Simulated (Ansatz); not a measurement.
# SnO2: a line through a two-coordinate scan

One line of a two-coordinate grid on SnO2 (Pnnm, No. 58; 6 atoms in the cell): volume per atom at fixed shape is varied, at shift of O3 along [0 1 0] = −0.082 Å.

Program: Ansatz 0.2.0. Level of theory: DFT LDA, scalar-relativistic, plane waves, PAW. These are calculated values, not measurements.

16 further runs of the same task are left out: 16 set aside as unsound or not needed.

## Step 1: The structure to begin with

It takes space group P4_2/mnm (No. 136, tetragonal). The conventional cell has a = 4.720 Å, b = 4.720 Å, c = 3.189 Å, α = 90.00°, β = 90.00°, γ = 90.00°. Sn (site symmetry mmm) has 6 O at 2.04 to 2.05 Å as nearest neighbours. O (site symmetry m2m) has 3 Sn at 2.04 to 2.05 Å as nearest neighbours.

Structure file:

```xyz
6
Lattice="4.7201 0.0000 0.0000 0.0000 4.7206 0.0000 0.0000 0.0000 3.1888" Properties=species:S:1:pos:R:3 pbc="T T T"
Sn    2.3601    2.3603    1.5944
Sn    0.0000    0.0000    0.0000
O     1.4443    1.4453    0.0000
O     3.8044    0.9150    1.5944
O     0.9157    3.8056    1.5944
O     3.2758    3.2753    0.0000
```

It goes back to an entry of the Materials Project, which need not be the stable form.

It is the result of an earlier relaxation at this level (volume 11.84 Å³/atom; gap on the mesh: 1.18 eV).

## Step 2: Plan of the line

Atoms count from 1 in the order of the input.

The energy is mapped over a free internal coordinate and the cell.

The axes are (1) shift of O3 along [0 1 0], its symmetry partners moved as symmetry demands (measured in the relaxed cell): 7 values from −0.245 Å; (2) volume per atom at fixed shape: 7 values from 10.18 to 13.50 Å³.

Nothing else is relaxed (all other coordinates fixed). Energies count from the relaxed crystal. Points are written as (first, second).

## Step 3: The run at (−0.082 Å, 10.18 Å³)

File input.yaml:

```yaml
crystal:
  lattice:
    - [4.488650863, 0.0, 0.0]
    - [0.0, 4.4891270938, 0.0]
    - [0.0, 0.0, 3.0324378838]
  atoms:
    - { symbol: Sn, position: [0.5, 0.5, 0.5] }
    - { symbol: Sn, position: [0.0, 0.0, 0.0] }
    - { symbol: O, position: [0.3059920358, 0.2888605067, 0.0] }
    - { symbol: O, position: [0.8059920358, 0.2111394933, 0.5] }
    - { symbol: O, position: [0.1940079642, 0.7888605067, 0.5] }
    - { symbol: O, position: [0.6940079642, 0.7111394933, 0.0] }
basis:
  ecutwfc: 520.0
kpoints:
  mp_grid: { grid: [6, 6, 8] }
hamiltonian:
  xc: lda
  pseudopotentials: { kind: paw, azcp: { folder: soft_1 } }
scf:
  occupations: { method: gaussian, width: 0.05 }
output:
  forces: true
  stress: true
  eigenvalues: true
```

Command:

```console
$ ansatz run input.yaml --threads 2 --pin off --max-ram 4096MiB --backend cpu --events-out ev --progress --plain --runs-dir out
```

The program printed, cut to the lines that bear on the results:

```text
Warning: <dir> the record states the generating functional pbe (its physics header spells it `PBE`), which answers neither for hamiltonian.xc's functional nor for the lda family's — results may be inconsistent (PPs are generated against a specific XC)
[...]
Warning: RAYON_NUM_THREADS=2 ignored (pool sized by the plan → 2); use --threads N
[...]
Pseudopotentials: kind: paw
Pseudopotential: Sn, paw, valence charge 14, recommended cutoff 420 eV (normal), <dir>
Pseudopotential: O, paw, valence charge 6, recommended cutoff 420 eV (normal), <dir>
Functional definition: SPW92
[...]
Crystal: 6 atoms, lattice volume = 61.104 Å³
Basis set: ecut = 520 eV, 1623 PW (Γ)
Bands: 32, of which v1, the nominal top of the filled ones, is band 26 counted from 1 (25 counted from 0)
Symmetry: 8 space group operations
Space group: Pnnm (ITA 58), of the structure as read, at distance tolerance 3.9e-5 Å
k-points: 80 of 288
[...]
SCF iter   1: F=—  HF=-13980.445652 eV  |F-HF|=—  |Δ(HF+E_count)|=         —  Δρ=9.26e-2  dr2=4.17e0  ethr=3.10e-3  ⟨swp⟩=6.1  Hψ=11687  notcnv=0  defer=2
[...]
SCF iter   8: F=-13979.227079 eV  HF=-13979.227079 eV  |F-HF|=6.53e-10  |Δ(HF+E_count)|=   3.12e-8  Δρ=1.87e-6  dr2=2.23e-9  ethr=1.92e-10  ⟨swp⟩=10.8  Hψ=12129  notcnv=0
[...]
SCF converged after 8 iterations
Free energy (F): -13979.227079 eV
[...]
E sigma→0 (E₀):  -13979.227079 eV
Fermi energy:    13.256211 eV
[...]
--- Forces (eV/Å), atoms counted from 1 ---
  atom   1  Sn     0.00000000     0.00000000     0.00000000
  atom   2  Sn     0.00000000     0.00000000     0.00000000
  atom   3  O      1.09312395     0.97511643     0.00000000
  atom   4  O      1.09312395    -0.97511643     0.00000000
  atom   5  O     -1.09312395     0.97511643     0.00000000
  atom   6  O     -1.09312395    -0.97511643     0.00000000
[...]
--- Stress (GPa, compression-positive) ---
       46.196531       0.000000       0.000000
        0.000000      43.508372       0.000000
        0.000000       0.000000      45.170826
  P = ⅓ Tr σ = 44.9586 GPa (449.586 kbar)
--- Band table (eV; the first three rows and the last of 80) ---
[...]
```

Wall time 11 s (2 threads of Arm Neoverse N1, shared host); peak memory 0.42 GiB.

That is 222 meV/atom from the zero.

## Step 4: Grid point (−0.082 Å, 10.74 Å³)

input.yaml, as its differences from that of step 3:

```diff
@@ -2,5 +2,5 @@
   lattice:
-    - [4.488650863, 0.0, 0.0]
-    - [0.0, 4.4891270938, 0.0]
-    - [0.0, 0.0, 3.0324378838]
+    - [4.5684689812, 0.0, 0.0]
+    - [0.0, 4.5689536805, 0.0]
+    - [0.0, 0.0, 3.0863613216]
   atoms:
```

Command:

```console
$ ansatz run input.yaml --threads 2 --pin off --max-ram 4096MiB --backend cpu --events-out ev --progress --plain --runs-dir out
```

The program printed, cut to the lines that bear on the results:

```text
Warning: <dir> the record states the generating functional pbe (its physics header spells it `PBE`), which answers neither for hamiltonian.xc's functional nor for the lda family's — results may be inconsistent (PPs are generated against a specific XC)
[...]
Warning: RAYON_NUM_THREADS=2 ignored (pool sized by the plan → 2); use --threads N
[...]
[... 4 set-up lines as earlier in the session ...]
[...]
Crystal: 6 atoms, lattice volume = 64.422 Å³
Basis set: ecut = 520 eV, 1747 PW (Γ)
Bands: 32, of which v1, the nominal top of the filled ones, is band 26 counted from 1 (25 counted from 0)
[... 1 set-up line as earlier in the session ...]
Space group: Pnnm (ITA 58), of the structure as read, at distance tolerance 4.0e-5 Å
k-points: 80 of 288
[...]
SCF iter   1: F=—  HF=-13980.950055 eV  |F-HF|=—  |Δ(HF+E_count)|=         —  Δρ=8.33e-2  dr2=3.53e0  ethr=3.10e-3  ⟨swp⟩=6.1  Hψ=11719  notcnv=0  defer=2
[...]
SCF iter   8: F=-13979.946938 eV  HF=-13979.946938 eV  |F-HF|=2.49e-10  |Δ(HF+E_count)|=  7.11e-10  Δρ=1.64e-6  dr2=1.16e-9  ethr=1.41e-10  ⟨swp⟩=3.0  Hψ=8910  notcnv=0
[...]
SCF converged after 8 iterations
Free energy (F): -13979.946938 eV
[...]
E sigma→0 (E₀):  -13979.946938 eV
Fermi energy:    11.997968 eV
[...]
--- Forces (eV/Å), atoms counted from 1 ---
  atom   1  Sn    -0.00000000     0.00000000     0.00000000
  atom   2  Sn     0.00000000     0.00000000     0.00000000
  atom   3  O      1.00865088     0.96770960     0.00000000
  atom   4  O      1.00865088    -0.96770960     0.00000000
  atom   5  O     -1.00865088     0.96770960     0.00000000
  atom   6  O     -1.00865088    -0.96770960     0.00000000
[...]
--- Stress (GPa, compression-positive) ---
       27.009548       0.000000       0.000000
        0.000000      24.600501       0.000000
        0.000000       0.000000      24.698899
  P = ⅓ Tr σ = 25.4363 GPa (254.363 kbar)
--- Band table (eV; the first three rows and the last of 80) ---
[...]
```

Run time: 14 s. Hardware: 2 threads of Arm Neoverse N1, shared host; peak memory 0.43 GiB.

On the map this point reads 102 meV/atom.

## Step 5: Grid point (−0.082 Å, 11.84 Å³)

input.yaml, as its differences from that of step 4:

```diff
@@ -2,5 +2,5 @@
   lattice:
-    - [4.5684689812, 0.0, 0.0]
-    - [0.0, 4.5689536805, 0.0]
-    - [0.0, 0.0, 3.0863613216]
+    - [4.7201335214, 0.0, 0.0]
+    - [0.0, 4.7206343117, 0.0]
+    - [0.0, 0.0, 3.1888226872]
   atoms:
```

Command:

```console
$ ansatz run input.yaml --threads 2 --pin off --max-ram 4096MiB --backend cpu --events-out ev --progress --plain --runs-dir out
```

The program printed, cut to the lines that bear on the results:

```text
Warning: <dir> the record states the generating functional pbe (its physics header spells it `PBE`), which answers neither for hamiltonian.xc's functional nor for the lda family's — results may be inconsistent (PPs are generated against a specific XC)
[...]
Warning: RAYON_NUM_THREADS=2 ignored (pool sized by the plan → 2); use --threads N
[...]
[... 4 set-up lines as earlier in the session ...]
[...]
Crystal: 6 atoms, lattice volume = 71.053 Å³
Basis set: ecut = 520 eV, 1931 PW (Γ)
Bands: 32, of which v1, the nominal top of the filled ones, is band 26 counted from 1 (25 counted from 0)
[... 1 set-up line as earlier in the session ...]
Space group: Pnnm (ITA 58), of the structure as read, at distance tolerance 4.1e-5 Å
k-points: 80 of 288
[...]
SCF iter   1: F=—  HF=-13981.108712 eV  |F-HF|=—  |Δ(HF+E_count)|=         —  Δρ=6.96e-2  dr2=2.57e0  ethr=3.10e-3  ⟨swp⟩=6.1  Hψ=11750  notcnv=0
[...]
SCF iter   7: F=-13980.406604 eV  HF=-13980.406604 eV  |F-HF|=8.95e-9  |Δ(HF+E_count)|=   3.15e-7  Δρ=7.58e-6  dr2=4.47e-8  ethr=1.92e-10  ⟨swp⟩=11.4  Hψ=12817  notcnv=0
[...]
SCF converged after 7 iterations
Free energy (F): -13980.406604 eV
[...]
E sigma→0 (E₀):  -13980.406604 eV
Fermi energy:    9.824237 eV
[...]
--- Forces (eV/Å), atoms counted from 1 ---
  atom   1  Sn     0.00000000    -0.00000000     0.00000000
  atom   2  Sn     0.00000000     0.00000000     0.00000000
  atom   3  O      0.87608939     0.94118982     0.00000000
  atom   4  O      0.87608939    -0.94118982     0.00000000
  atom   5  O     -0.87608939     0.94118982     0.00000000
  atom   6  O     -0.87608939    -0.94118982     0.00000000
[...]
--- Stress (GPa, compression-positive) ---
        1.078490       0.000000       0.000000
        0.000000      -0.887427       0.000000
        0.000000       0.000000      -2.817496
  P = ⅓ Tr σ = -0.8755 GPa (-8.755 kbar)
--- Band table (eV; the first three rows and the last of 80) ---
[...]
```

It took 12 s on 2 threads of Arm Neoverse N1, shared host; peak memory 0.44 GiB.

On the map this point reads 26 meV/atom.

## Step 6: Point (−0.082 Å, 12.95 Å³)

input.yaml, as its differences from that of step 5:

```diff
@@ -2,5 +2,5 @@
   lattice:
-    - [4.7201335214, 0.0, 0.0]
-    - [0.0, 4.7206343117, 0.0]
-    - [0.0, 0.0, 3.1888226872]
+    - [4.8626975673, 0.0, 0.0]
+    - [0.0, 4.8632134832, 0.0]
+    - [0.0, 0.0, 3.2851359508]
   atoms:
```

Command:

```console
$ ansatz run input.yaml --threads 2 --pin off --max-ram 4096MiB --backend cpu --events-out ev --progress --plain --runs-dir out
```

The program printed, cut to the lines that bear on the results:

```text
Warning: <dir> the record states the generating functional pbe (its physics header spells it `PBE`), which answers neither for hamiltonian.xc's functional nor for the lda family's — results may be inconsistent (PPs are generated against a specific XC)
[...]
Warning: RAYON_NUM_THREADS=2 ignored (pool sized by the plan → 2); use --threads N
[...]
[... 4 set-up lines as earlier in the session ...]
[...]
Crystal: 6 atoms, lattice volume = 77.688 Å³
Basis set: ecut = 520 eV, 2057 PW (Γ)
Bands: 32, of which v1, the nominal top of the filled ones, is band 26 counted from 1 (25 counted from 0)
[... 1 set-up line as earlier in the session ...]
Space group: Pnnm (ITA 58), of the structure as read, at distance tolerance 4.3e-5 Å
k-points: 80 of 288
[...]
SCF iter   1: F=—  HF=-13980.549956 eV  |F-HF|=—  |Δ(HF+E_count)|=         —  Δρ=6.12e-2  dr2=1.94e0  ethr=3.10e-3  ⟨swp⟩=6.1  Hψ=11910  notcnv=0  defer=3
[...]
SCF iter   7: F=-13980.025945 eV  HF=-13980.025945 eV  |F-HF|=1.82e-8  |Δ(HF+E_count)|=   3.80e-7  Δρ=7.09e-6  dr2=4.16e-8  ethr=1.92e-10  ⟨swp⟩=9.1  Hψ=13280  notcnv=0
[...]
SCF converged after 7 iterations
Free energy (F): -13980.025945 eV
[...]
E sigma→0 (E₀):  -13980.025945 eV
Entropy (-TS):   -0.000001 eV (-0.000 meV/atom)
Fermi energy:    8.033248 eV
[...]
--- Forces (eV/Å), atoms counted from 1 ---
  atom   1  Sn     0.00000000     0.00000000     0.00000000
  atom   2  Sn     0.00000000    -0.00000000     0.00000000
  atom   3  O      0.77689981     0.89909999     0.00000000
  atom   4  O      0.77689981    -0.89909999     0.00000000
  atom   5  O     -0.77689981     0.89909999     0.00000000
  atom   6  O     -0.77689981    -0.89909999     0.00000000
[...]
--- Stress (GPa, compression-positive) ---
      -13.958191       0.000000       0.000000
        0.000000     -15.598057       0.000000
        0.000000       0.000000     -18.626966
  P = ⅓ Tr σ = -16.0611 GPa (-160.611 kbar)
--- Band table (eV; the first three rows and the last of 80) ---
[...]
```

Wall time 13 s (2 threads of Arm Neoverse N1, shared host); peak memory 0.46 GiB.

Energy on the map's scale: 89 meV/atom.

## Step 7: Grid point (−0.082 Å, 13.50 Å³)

input.yaml, as its differences from that of step 6:

```diff
@@ -2,5 +2,5 @@
   lattice:
-    - [4.8626975673, 0.0, 0.0]
-    - [0.0, 4.8632134832, 0.0]
-    - [0.0, 0.0, 3.2851359508]
+    - [4.9308404756, 0.0, 0.0]
+    - [0.0, 4.9313636212, 0.0]
+    - [0.0, 0.0, 3.3311718629]
   atoms:
```

Command:

```console
$ ansatz run input.yaml --threads 2 --pin off --max-ram 4096MiB --backend cpu --events-out ev --progress --plain --runs-dir out
```

The program printed, cut to the lines that bear on the results:

```text
Warning: <dir> the record states the generating functional pbe (its physics header spells it `PBE`), which answers neither for hamiltonian.xc's functional nor for the lda family's — results may be inconsistent (PPs are generated against a specific XC)
[...]
Warning: RAYON_NUM_THREADS=2 ignored (pool sized by the plan → 2); use --threads N
[...]
[... 4 set-up lines as earlier in the session ...]
[...]
Crystal: 6 atoms, lattice volume = 81.000 Å³
Basis set: ecut = 520 eV, 2173 PW (Γ)
Bands: 32, of which v1, the nominal top of the filled ones, is band 26 counted from 1 (25 counted from 0)
[... 2 set-up lines as earlier in the session ...]
k-points: 80 of 288
[...]
SCF iter   1: F=—  HF=-13980.107054 eV  |F-HF|=—  |Δ(HF+E_count)|=         —  Δρ=5.84e-2  dr2=1.72e0  ethr=3.10e-3  ⟨swp⟩=6.1  Hψ=11914  notcnv=0  defer=5
[...]
SCF iter   7: F=-13979.641403 eV  HF=-13979.641403 eV  |F-HF|=6.47e-9  |Δ(HF+E_count)|=   1.13e-7  Δρ=4.98e-6  dr2=2.40e-8  ethr=1.92e-10  ⟨swp⟩=11.2  Hψ=12687  notcnv=0
[...]
SCF converged after 7 iterations
Free energy (F): -13979.641403 eV
[...]
E sigma→0 (E₀):  -13979.641383 eV
Entropy (-TS):   -0.000039 eV (-0.006 meV/atom)
Fermi energy:    7.407674 eV
[...]
--- Forces (eV/Å), atoms counted from 1 ---
  atom   1  Sn     0.00000000     0.00000000     0.00000000
  atom   2  Sn     0.00000000     0.00000000     0.00000000
  atom   3  O      0.73337767     0.87613049     0.00000000
  atom   4  O      0.73337767    -0.87613049     0.00000000
  atom   5  O     -0.73337767     0.87613049     0.00000000
  atom   6  O     -0.73337767    -0.87613049     0.00000000
[...]
--- Stress (GPa, compression-positive) ---
      -18.805240       0.000000       0.000000
        0.000000     -20.298533       0.000000
        0.000000       0.000000     -23.661046
  P = ⅓ Tr σ = -20.9216 GPa (-209.216 kbar)
--- Band table (eV; the first three rows and the last of 80) ---
[...]
```

It took 14 s on 2 threads of Arm Neoverse N1, shared host; peak memory 0.47 GiB.

Energy on the map's scale: 153 meV/atom.

## Step 8: Variant: mp_grid.grid [8, 8, 10], mp_grid.shift [0.5, 0.5, 0.5], mixing.algorithm msr1, mixing.beta 0.9, ecutwfc left out

input.yaml, as its differences from that of step 7:

```diff
@@ -12,6 +12,4 @@
     - { symbol: O, position: [0.6940079642, 0.7111394933, 0.0] }
-basis:
-  ecutwfc: 520.0
 kpoints:
-  mp_grid: { grid: [6, 6, 8] }
+  mp_grid: { grid: [8, 8, 10], shift: [0.5, 0.5, 0.5] }
 hamiltonian:
@@ -21,5 +19,6 @@
   occupations: { method: gaussian, width: 0.05 }
+  mixing: { algorithm: msr1, beta: 0.9 }
 output:
   forces: true
+  eigenvalues: true
   stress: true
-  eigenvalues: true
```

Command:

```console
$ ansatz run input.yaml --threads 2 --pin off --max-ram 4096MiB --backend cpu --events-out ev --progress --plain --runs-dir out
```

The program printed, cut to the lines that bear on the results:

```text
Warning: <dir> the record states the generating functional pbe (its physics header spells it `PBE`), which answers neither for hamiltonian.xc's functional nor for the lda family's — results may be inconsistent (PPs are generated against a specific XC)
[...]
Warning: RAYON_NUM_THREADS=2 ignored (pool sized by the plan → 2); use --threads N
[...]
[... 4 set-up lines as earlier in the session ...]
[...]
Crystal: 6 atoms, lattice volume = 81.000 Å³
Basis set: ecut = 420 eV, 1591 PW (Γ)
Bands: 32, of which v1, the nominal top of the filled ones, is band 26 counted from 1 (25 counted from 0)
[... 2 set-up lines as earlier in the session ...]
k-points: 80 of 640
[...]
SCF iter   1: F=—  HF=-13980.089909 eV  |F-HF|=—  |Δ(HF+E_count)|=         —  Δρ=5.85e-2  dr2=1.72e0  ethr=3.10e-3  ⟨swp⟩=6.0  Hψ=11896  notcnv=0  defer=6
[...]
SCF iter   8: F=-13979.618486 eV  HF=-13979.618486 eV  |F-HF|=1.13e-10  |Δ(HF+E_count)|=   5.61e-9  Δρ=1.01e-6  dr2=9.21e-10  ethr=4.35e-11  ⟨swp⟩=2.2  Hψ=8563  notcnv=0
[...]
SCF converged after 8 iterations
Free energy (F): -13979.618486 eV
[...]
E sigma→0 (E₀):  -13979.618486 eV
Entropy (-TS):   -0.000000 eV (-0.000 meV/atom)
Fermi energy:    7.498311 eV
[...]
--- Forces (eV/Å), atoms counted from 1 ---
  atom   1  Sn     0.00000000     0.00000000     0.00000000
  atom   2  Sn     0.00000000     0.00000000     0.00000000
  atom   3  O      0.73731990     0.87470201     0.00000000
  atom   4  O      0.73731990    -0.87470201     0.00000000
  atom   5  O     -0.73731990     0.87470201     0.00000000
  atom   6  O     -0.73731990    -0.87470201     0.00000000
[...]
--- Stress (GPa, compression-positive) ---
      -18.867044       0.000000       0.000000
        0.000000     -20.374781       0.000000
        0.000000       0.000000     -23.736404
  P = ⅓ Tr σ = -20.9927 GPa (-209.927 kbar)
--- Band table (eV; the first three rows and the last of 80) ---
[...]
```

It took 12 s on 2 threads of Arm Neoverse N1, shared host; peak memory 0.41 GiB.

| run | ending | energy change | pressure (GPa) | gap (eV) | force (eV/Å) | cycles | time |
| --- | --- | --- | --- | --- | --- | --- | --- |
| step 7 | converged | 0 | -20.9 | 0.14 | 1.14 | 7 | 14 s |
| variant | converged | +3.8 meV/atom | -21.0 | 0.33 | 1.14 | 8 | 12 s |

Changing the k-point mesh, mixing and cutoff moves the energy by +3.8 meV/atom, and the gap on the mesh goes from 0.14 to 0.33 eV. More than one kind of setting changed, and this run alone doesn't tell their shares apart. A gap read on a mesh depends on which points the mesh holds, and a coarse mesh shifts the density too.

## Step 9: What came out

| volume per atom at fixed shape (Å³) | step | energy (meV/atom) | slope (meV/atom per Å³) | pressure (GPa) | band gap on the k-mesh (eV) | largest force on an atom (eV/Å) |
| --- | --- | --- | --- | --- | --- | --- |
| 10.18 | 3 | 222 | −281 | 45 | 2.98 | 1.47 |
| 10.74 | 4 | 102 | −159 | 25 | 2.26 | 1.40 |
| 11.29 | – | 42 | −66 | 11 | 1.61 | 1.34 |
| 11.84 | 5 | 26 | 5 | −1 | 1.04 | 1.29 |
| 12.39 | – | 45 | 60 | −10 | 0.55 | 1.24 |
| 12.95 | 6 | 89 | 100 | −16 | 0.25 | 1.19 |
| 13.50 | 7 | 153 | 131 | −21 | 0.14 | 1.14 |

Energies count from the relaxed crystal. Rows without a step come from runs not printed here or follow by symmetry. Slopes come from the forces (and the stress, where the cell changes), not from differences of energies.

| run | outcome |
| --- | --- |
| step 8, run with mp_grid.grid [8, 8, 10], mp_grid.shift [0.5, 0.5, 0.5], mixing.algorithm msr1, mixing.beta 0.9, ecutwfc left out (against step 7) | +3.8 meV/atom; the gap on the mesh goes from 0.14 to 0.33 eV |

In words: The lowest point of the line is at 11.84 Å³, 26 meV/atom from the zero. Energies and slopes round the minimum, fitted together, put the minimum at 11.793 Å³, with a curvature of about 110 meV/atom per (Å³)². V·d²E/dV² there is about 220 GPa, a bulk modulus under this line's constraint. The highest point computed, at 10.18 Å³, lies 197 meV/atom above the lowest. This is one cut through a surface in two coordinates; the map's lowest point lies off it.

The gaps are Kohn-Sham values of a semilocal functional, not quasiparticle or optical gaps. Such gaps usually fall short of the measured ones.
